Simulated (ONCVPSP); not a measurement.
# Hf: generating and testing an ONCV potential

Aim: build the potential from the settings below, then test how well it stands in for the atom: other configurations, scattering, ghost states and the plane-wave cutoff that it needs.

The numbers are computed with ONCVPSP 4.0.1 (LDA (Perdew-Wang 92), scalar-relativistic, spin-unpolarised reference atom).

## (1) Starting point

Typed settings, in words:

| Quantity | Value |
| --- | --- |
| element | hafnium (Hf, Z = 72) |
| type | optimised norm-conserving Vanderbilt (ONCV) |
| frozen core | [Kr] 4d10 |
| valence charge | 26 |
| reference configuration | 4f14 5s2 5p6 5d2 6s2 |
| partial waves | 5s+6s: rc 1.85 bohr, ncon 4, nbas 9, qcut 6.7 1/bohr, 2 projectors; 5p: rc 1.25 bohr, ncon 3, nbas 7, qcut 6.3 1/bohr, 1 projector; 5d: rc 2.85 bohr, ncon 4, nbas 8, qcut 5.8 1/bohr, 2 projectors, debl 2 Ha; 4f: rc 1.05 bohr, ncon 3, nbas 7, qcut 18.7 1/bohr, 1 projector |
| local potential | polynomial inside 0.65 bohr (lpopt 5, dvloc0 1 Ha) |
| core correction | Teter function, fcfact 3.5, rcfact 1.35 |

An earlier all-electron run gives the scale for the radii.

All-electron outer shells of the reference configuration (LDA (PZ), scalar-relativistic, ld1.x):

| shell | level (eV) | outermost node (bohr) | outermost maximum (bohr) |
| --- | --- | --- | --- |
| 4d | -206.47 | 0.23 | 0.47 |
| 5s | -67.17 | 0.55 | 1.01 |
| 5p | -35.71 | 0.60 | 1.16 |
| 4f | -17.03 | – | 0.45 |
| 6s | -5.27 | 1.37 | 2.89 |
| 5d | -2.87 | 0.67 | 1.71 |
| 6p | -1.47 | 1.66 | 4.05 |

## (2) Generating the potential

Contents of Hf.dat:

```
# ATOM AND REFERENCE CONFIGURATION
# atsym  z   nc   nv     iexc    psfile
  Hf 72.00    9    5  -001012      upf
#
#   n    l    f
    1    0    2.00
    2    0    2.00
    2    1    6.00
    3    0    2.00
    3    1    6.00
    3    2   10.00
    4    0    2.00
    4    1    6.00
    4    2   10.00
    4    3   14.00
    5    0    2.00
    5    1    6.00
    5    2    2.00
    6    0    2.00
#
# PSEUDOPOTENTIAL AND OPTIMIZATION
# lmax
    3
#
#   l,   rc,      ep,       ncon, nbas, qcut
    0    1.85    0.00    4    9    6.70
    1    1.25    0.00    3    7    6.30
    2    2.85    0.00    4    8    5.80
    3    1.05    0.00    3    7   18.70
#
# LOCAL POTENTIAL
# lloc, lpopt,  rc(5),   dvloc0
    4    5    0.65    1.00
#
# VANDERBILT-KLEINMAN-BYLANDER PROJECTORs
# l, nproj, debl
    0    2    0.70
    1    1    2.50
    2    2    2.00
    3    1    3.70
#
# MODEL CORE CHARGE
# icmod, fcfact, rcfact
    3    3.50    1.35
#
# LOG DERIVATIVE ANALYSIS
# epsh1, epsh2, depsh
   -4.00    5.00    0.02
#
# OUTPUT GRID
# rlmax, drl
    6.00    0.01
#
# TEST CONFIGURATIONS
# ncnf
    4
# nvcnf
#   n    l    f
    5
    4    3   14.00
    5    0    2.00
    5    1    6.00
    5    2    2.00
    6    0    1.00
#
    5
    4    3   14.00
    5    0    2.00
    5    1    6.00
    5    2    2.00
    6    0    0.00
#
    5
    4    3   14.00
    5    0    2.00
    5    1    6.00
    5    2    1.00
    6    0    0.00
#
    5
    4    3   14.00
    5    0    1.00
    5    1    6.00
    5    2    2.00
    6    0    2.00
#
```

The run is started by

```bash
$ oncvpsp.x < Hf.dat > Hf.out
```

What does the calculation give? Wanted: cutoffs for 1 and 0.1 mHa per electron, occupied waves; bound ghosts; GHOST(+) flags; largest test error; largest phase difference near zero energy, channels read; rms error of d²Exc/dn², without and with the model core.

As calculated:

```
                                                quantity                                                 value
  cutoffs for 1 and 0.1 mHa per electron, occupied waves                                     137 Ha and 150 Ha
                                            bound ghosts      s at -615.39 eV, p at -298.07 eV, d at -40.74 eV
                                          GHOST(+) flags                                    none at low energy
                            largest test error (AE − PS)  -158 meV, for 4f14 5s1 5p6 5d2 6s2 (1 test unsolved)
largest phase difference near zero energy, channels read                                             0.006 rad
 rms error of d²Exc/dn², without and with the model core                                     4.69 and 2.08 mHa
```

**Reading.** A bound ghost (s, p, d) makes it unfit for use: electrons can fall into a state that the atom doesn't have. The worst unpolarised test, 4f14 5s1 5p6 5d2 6s2, is off by 158 meV on 73.3 eV; by total energies transferability rates as fair for so large an energy. That test lies far up in energy; among those under 40 eV, nearer to bonding, the largest error is 10 meV. Of the tests 1 gave no usable energy difference, which is a warning in itself. The potential is very hard: the looser tolerance needs 137 Ha. At the looser tolerance the 4f wave is the slowest; 5p needs 56 Ha. Near zero energy the phases of the channels with partial waves agree within 0.006 rad. The pseudo curves have a pole with no partner nearby in the atom's: d at -1.50 Ha. These are tests on the free atom; a crystal test is still owed.
